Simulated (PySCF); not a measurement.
# CH4BFOSi (SMILES O=CB[SiH2]F): levels of theory compared

We compute a comparison of 6 runs (BHLYP/def2-SVP, M06-2X/def2-SVP, SVWN5/def2-SVP, r2SCAN/def2-SVP, revPBE/def2-SVP, CCSD(T)/def2-SVP) of CH4BFOSi. 

The calculation is run with PySCF 2.14.0.

2 further runs of the same task are left out: 2 set aside as unsound or not needed.

### Step 1. The molecule

The species is CH4BFOSi (9 atoms), meant as a singlet with charge 0. SMILES: `O=CB[SiH2]F`. One bond was lengthened or shortened from a relaxed shape.

Bond lengths: O1–C2 1.227 Å, C2–B3 1.522 Å, B3–Si4 2.001 Å, Si4–F5 1.851 Å, C2–H6 1.099 Å, B3–H7 1.195 Å, Si4–H8 1.489 Å, Si4–H9 1.486 Å. Some angles: O1–C2–B3 90.0°, C2–B3–Si4 120.9°, B3–Si4–F5 110.9°, O1–C2–H6 122.9°, B3–C2–H6 147.1°, C2–B3–H7 117.0°, Si4–B3–H7 122.0°, B3–Si4–H8 109.8°, B3–Si4–H9 112.6°, F5–Si4–H8 107.4°.

### Step 2. A single-point energy at BHLYP/def2-SVP (run 1)

job.py reads:

```python
from pyscf import gto, dft

mol = gto.M(
    atom='''
O     -0.596987     0.681654     1.810990
C      0.064213     1.343354     1.017590
B      0.820613     0.089954     0.602990
Si     0.115313    -1.106346    -0.837810
F     -1.360800    -0.349200    -1.659700
H     -0.069887     2.426254     0.885690
H      1.801213    -0.183646     1.228890
H      1.156513    -1.301346    -1.884710
H     -0.301687    -2.436846    -0.323710
''',
    verbose=4,
    basis='def2-svp',
    max_memory=1860,
    spin=0,
)

myscf = dft.RKS(mol, xc='bhandhlyp')
myscf.conv_tol = 1e-10
myscf.grids.level = 5
myscf.kernel()
if not myscf.converged:
    myscf = myscf.newton().run(myscf.mo_coeff, myscf.mo_occ)

e_tot = myscf.e_tot
print('E = %.10f Eh' % e_tot)
```

Started as:

```
$ OMP_NUM_THREADS=1 python job.py
```

What it wrote:

```text
PySCF version 2.14.0

[... 81 lines left out ...]
converged SCF energy = -529.504064644136
E = -529.5040646441 Eh
```

Run time: 25 s. Hardware: 1 thread of Intel Xeon at 2.70GHz, shared host; peak memory 0.48 GiB.

### Step 3. The energy at M06-2X/def2-SVP (run 2)

job.py reads:

```python
from pyscf import gto, dft

mol = gto.Mole()
mol.atom = '''
O     -1.128142     1.288139     3.422275
C      0.121345     2.538571     1.922966
B      1.550734     0.169988     1.139486
Si     0.217910    -2.090691    -1.583231
F     -2.571539    -0.659892    -3.136378
H     -0.132067     4.584956     1.673712
H      3.403799    -0.347041     2.322266
H      2.185493    -2.459188    -3.561586
H     -0.570106    -4.604972    -0.611723
'''
mol.unit = 'bohr'
mol.spin = 0
mol.max_memory = 1860
mol.verbose = 3
mol.basis = 'def2-svp'
mol.build()

mf = dft.RKS(mol, xc='m06-2x')
mf.grids.level = 5
mf.conv_tol = 1e-10
mf.kernel()
if not mf.converged:
    mf = mf.newton().run(mf.mo_coeff, mf.mo_occ)

e_tot = mf.e_tot
print(f'total energy: {e_tot:.8f} hartree')
```

Started as:

```
$ OMP_NUM_THREADS=1 python job.py
```

What it wrote:

```text
converged SCF energy = -529.503226670139
total energy: -529.50322667 hartree
```

Run time: 41 s. Hardware: 1 thread of Intel Xeon at 2.70GHz, shared host; peak memory 0.53 GiB.

Runs 3 to 5 aren't shown in full; the table further down has their settings and results.

### Step 4. A single-point energy at CCSD(T)/def2-SVP (run 6)

geometry.xyz reads:

```xyz
9

O     -0.596987     0.681654     1.810990
C      0.064213     1.343354     1.017590
B      0.820613     0.089954     0.602990
Si     0.115313    -1.106346    -0.837810
F     -1.360800    -0.349200    -1.659700
H     -0.069887     2.426254     0.885690
H      1.801213    -0.183646     1.228890
H      1.156513    -1.301346    -1.884710
H     -0.301687    -2.436846    -0.323710
```

run.py reads:

```python
from pyscf import gto, scf, cc

molecule = gto.M(
    atom='geometry.xyz',
    max_memory=1860,
    basis='def2-svp',
    verbose=4,
    spin=0,
)

mf = scf.RHF(molecule)
mf.conv_tol = 1e-10
mf.kernel()
if not mf.converged:
    mf = mf.newton().run(mf.mo_coeff, mf.mo_occ)

mycc = cc.CCSD(mf, frozen=9)
mycc.kernel()
e_t = mycc.ccsd_t()
e_tot = mycc.e_tot + e_t
print(f'total energy: {e_tot:.8f} hartree')
```

Started as:

```
$ OMP_NUM_THREADS=1 python run.py
```

What it wrote:

```text
PySCF version 2.14.0

[... 71 lines left out ...]
converged SCF energy = -527.80828900471
[... 12 lines left out ...]
Init t2, MP2 energy = -528.488520823832  E_corr(MP2) -0.68023181912238
[... 14 lines left out ...]
CCSD converged
[... 2 lines left out ...]
total energy: -528.54945654 hartree
```

It took 46 s on 1 thread of Intel Xeon at 2.70GHz, shared host; peak memory 0.54 GiB.

### Step 5. All runs side by side

```csv
run,level,integration grid,frozen core orbitals,energy (Eh),dipole moment (D) of the reference,HOMO energy (eV),LUMO energy (eV),wall time
1,BHLYP/def2-SVP,5,–,-529.504065,3.11,-9.64,-0.57,25 s
2,M06-2X/def2-SVP,5,–,-529.503227,2.95,-9.61,-0.72,41 s
3,SVWN5/def2-SVP,5,–,-526.638613,2.57,-7.03,-3.31,15 s
4,r2SCAN/def2-SVP,5,–,-529.474187,2.73,-7.21,-2.88,46 s
5,revPBE/def2-SVP,5,–,-529.494795,2.54,-6.86,-2.98,29 s
6,CCSD(T)/def2-SVP,–,9,-528.549457,3.55,-11.75,2.10,46 s
```

### Step 6. Outcome

| quantity | value |
| --- | --- |
| run 6: total energy | -528.54946 Eh |
| run 6: dipole moment (Hartree–Fock density) | 3.55 D |
| run 6: HOMO energy (Hartree–Fock orbitals) | -11.75 eV |
| run 6: LUMO energy (Hartree–Fock orbitals) | 2.10 eV |
| run 6: HOMO–LUMO gap (Hartree–Fock orbitals) | 13.84 eV |
| run 6: correlation energy (9 core orbitals frozen) | -741.2 mEh |
| run 6: (T) correction | -21.59 mEh |
| run 6: T1 diagnostic | 0.021 |

Over runs 1, 2, 3, 4, 5 the dipole moment (its size) runs from 2.54 D (revPBE/def2-SVP) to 3.11 D (BHLYP/def2-SVP). Over runs 1, 2, 3, 4, 5 the HOMO–LUMO gap runs from 3.72 eV (SVWN5/def2-SVP) to 9.07 eV (BHLYP/def2-SVP). Totals of different functionals can't be ranked against each other. All runs together took 3.4 min, the longest 46 s.
